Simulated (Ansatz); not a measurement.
# C₂H₆FGeN: up Jacob's ladder to CCSD(T)

The task here is to estimate one member of a computed series from the others.

Computed with Ansatz 0.2.0, Gaussian basis. Level: functionals in def2-TZVPP, the program's frozen cores in correlated methods.

Levels to be run: PBE-D4, r2SCAN-D4, PBE0-D4, B3LYP-D4, ωB97X-V, ωB97M-V, B2PLYP; CCSD(T)/def2-TZVPP; MP2/def2-QZVPP; extrapolation to the limit.

**The relaxed structure**

The geometry comes from an earlier relaxation with PBE0-D4 in a triple-zeta def2 set; it is a stationary point, not always the lowest conformer.

11 atoms, charge 0, spin multiplicity 1.

Atoms are counted from 1 here; the program's logs count them from 0.

Bond lengths: N1–C2 1.394 Å, N1–H6 1.010 Å, N1–H7 1.015 Å, C2–F3 1.395 Å, C2–C4 1.509 Å, C2–Ge5 1.955 Å, C4–Ge5 1.964 Å, C4–H8 1.084 Å, C4–H9 1.085 Å, Ge5–H10 1.523 Å, Ge5–H11 1.523 Å. Angles: C2–N1–H6 112.9°, C2–N1–H7 112.4°, H6–N1–H7 110.3°, N1–C2–F3 114.8°, N1–C2–C4 116.4°, N1–C2–Ge5 119.4°, F3–C2–C4 112.4°, F3–C2–Ge5 117.6°, C4–C2–Ge5 67.7°, C2–C4–Ge5 67.0°, C2–C4–H8 116.7°, C2–C4–H9 114.9°, Ge5–C4–H8 119.9°, Ge5–C4–H9 115.0°, H8–C4–H9 114.9°, C2–Ge5–C4 45.3°, C2–Ge5–H10 119.2°, C2–Ge5–H11 119.0° and more.

Set-up of the first run:

The input, in.yaml:

```yaml
crystal:
  periodic: [false, false, false]
  atoms:
    - {symbol: N, position_ang: [-1.202496, 1.057390, 0.129558]}
    - {symbol: C, position_ang: [0.096108, 0.553403, 0.066388]}
    - {symbol: F, position_ang: [1.101444, 1.517720, 0.129962]}
    - {symbol: C, position_ang: [0.361504, -0.484114, -0.996283]}
    - {symbol: Ge, position_ang: [0.480661, -1.206596, 0.826391]}
    - {symbol: H, position_ang: [-1.389584, 1.556523, 0.987139]}
    - {symbol: H, position_ang: [-1.432847, 1.636287, -0.671540]}
    - {symbol: H, position_ang: [-0.474098, -0.755514, -1.631949]}
    - {symbol: H, position_ang: [1.310580, -0.377881, -1.510665]}
    - {symbol: H, position_ang: [1.885104, -1.504996, 1.334508]}
    - {symbol: H, position_ang: [-0.670977, -2.049223, 1.357191]}
basis:
  gaussian: {orbitals: def2-TZVPP}
hamiltonian: {xc: pbe, dispersion: d4}
output: {forces: true, orbitals: {seedname: orbitals}}
```

Started as:

```console
$ ansatz run in.yaml --threads 4 --pin off --events-out ev --progress --plain --max-ram 10444MiB
```

Among the steps run: PBE-D4 (GGA); r2SCAN-D4 (meta-GGA); PBE0-D4 (hybrid); B3LYP-D4 (hybrid); ωB97X-V (range-separated); ωB97M-V (range-separated); B2PLYP (double hybrid); CCSD(T) in def2-TZVPP; MP2 in def2-QZVPP.

One of the session's tables, all rows but one given; the rest of the session is left out.

It belongs to the step «Atomisation energies». 

| method | atomisation energy (kJ/mol) |
| --- | --- |
| PBE-D4 | 3939.0 |
| r2SCAN-D4 | 3838.4 |
| PBE0-D4 | 3844.5 |
| B3LYP-D4 | 3819.2 |
| ωB97X-V | 3848.4 |
| ωB97M-V | 3832.1 |
| B2PLYP | 3778.8 |
| HF/def2-TZVPP | 2603.6 |
| MP2/def2-TZVPP | 3790.5 |
| CCSD/def2-TZVPP | 3656.1 |
| CCSD(T)/def2-TZVPP | ? |
| MP2/CBS | 3897.2 |
| CCSD(T)/CBS | 3833.6 |

Q: Estimate the row for CCSD(T)/def2-TZVPP from the others.

As computed: atomisation energy (kJ/mol): 3726.9. In the column «atomisation energy (kJ/mol)» it lies between CCSD/def2-TZVPP (3656.1) and B2PLYP (3778.8).
